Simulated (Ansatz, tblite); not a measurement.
# The cluster SeS₄+: rung by rung

The task here is to estimate one member of a computed series from the others.

The runs use Ansatz 0.2.0, Gaussian basis; as each input shows.

Levels to be run: GFN1-xTB, GFN2-xTB, PBE-D4/def2-TZVP, r2SCAN-D4/def2-TZVP, BHLYP-D4/def2-TZVP, PBE-QIDH/def2-TZVP, ωB97M-V/def2-TZVP, PBE-D4/def2-SVP, PBE0-D4/def2-SVP, HF/STO-3G, CCSD(T)/def2-SVP, MP2/def2-TZVP.

2 further runs of the same task are left out: 2 set aside as unsound or not needed. Runs told in other sessions of the task aren't counted.

### The geometry

The geometry is that of the doublet, from an earlier relaxation (PBE-D4/def2-SVP). At that level it is the lowest of the isomers that a small search found.

5 atoms, charge 1, spin multiplicity 2.

Bond lengths: S1–S4 2.061 Å, S1–Se5 2.274 Å, S2–S3 2.104 Å, S2–Se5 2.239 Å, S3–S4 2.116 Å. Angles: S4–S1–Se5 96.1°, S3–S2–Se5 104.1°, S2–S3–S4 101.5°, S1–S4–S3 95.2°, S1–Se5–S2 97.4°.

The ion is computed in the gas phase, without counter-ions or solvent.

PBE0-D4/def2-TZVP was run before; its log isn't repeated, and its numbers join the tables.

The first run:

Tight binding, by tblite at 300 K electronic temperature and without a spin-polarisation term:

```python
tblite.interface.Calculator('GFN1-xTB', numbers, positions, charge=1, uhf=1).singlepoint()
```

Tight binding, by tblite at 300 K electronic temperature and without a spin-polarisation term:

```python
tblite.interface.Calculator('GFN2-xTB', numbers, positions, charge=1, uhf=1).singlepoint()
```

start.molden holds the orbitals of an earlier run on this state, given as this run's starting guess.

Contents of in.yaml:

```yaml
crystal:
  periodic: [false, false, false]
  atoms:
    - {symbol: S, position_ang: [1.616873, 0.092554, -0.614239]}
    - {symbol: S, position_ang: [-1.240809, 0.664028, 1.121032]}
    - {symbol: S, position_ang: [-1.454613, 0.124883, -0.901251]}
    - {symbol: S, position_ang: [0.140104, -1.244170, -1.144587]}
    - {symbol: Se, position_ang: [0.938435, 0.362705, 1.539054]}
basis:
  gaussian: {orbitals: def2-TZVP, initial_orbitals: start.molden}
total_charge: 1
magnetization: {spin_polarized: true, initial_magnetization: 1}
hamiltonian: {xc: pbe, dispersion: d4}
scf: {omitted_lower_state_checks: [starts]}
output: {forces: true, orbitals: {seedname: orbitals}}
```

Run with:

```bash
$ ansatz run in.yaml --threads 4 --pin off --events-out ev --progress --plain --max-ram 4787MiB
```

Steps of the session up to this table: PBE-D4/def2-TZVP; r2SCAN-D4/def2-TZVP; BHLYP-D4/def2-TZVP; PBE-QIDH/def2-TZVP; ωB97M-V/def2-TZVP; PBE-D4/def2-SVP; PBE0-D4/def2-SVP; HF/STO-3G; CCSD(T)/def2-SVP; MP2/def2-TZVP.

One of the session's tables, all rows but one given; the rest of the session is left out.

| level | HOMO (eV) | LUMO (eV) | gap (eV) |
| --- | --- | --- | --- |
| HF/STO-3G | -12.78 | -3.78 | 9.00 |
| PBE-D4/def2-SVP | -11.33 | -10.77 | 0.56 |
| PBE-D4/def2-TZVP | -11.14 | -10.56 | 0.58 |
| r2SCAN-D4/def2-TZVP | -11.47 | -10.60 | 0.87 |
| PBE0-D4/def2-SVP | ? | ? | ? |
| PBE0-D4/def2-TZVP | -12.38 | -9.99 | 2.38 |
| BHLYP-D4/def2-TZVP | -13.23 | -9.22 | 4.01 |
| ωB97M-V/def2-TZVP | -14.31 | -8.24 | 6.07 |

**Question.** Estimate the row for PBE0-D4/def2-SVP.

The run gave: HOMO (eV): -12.63; LUMO (eV): -10.27; gap (eV): 2.36. In the column «HOMO (eV)» it lies between HF/STO-3G (-12.78) and PBE0-D4/def2-TZVP (-12.38).
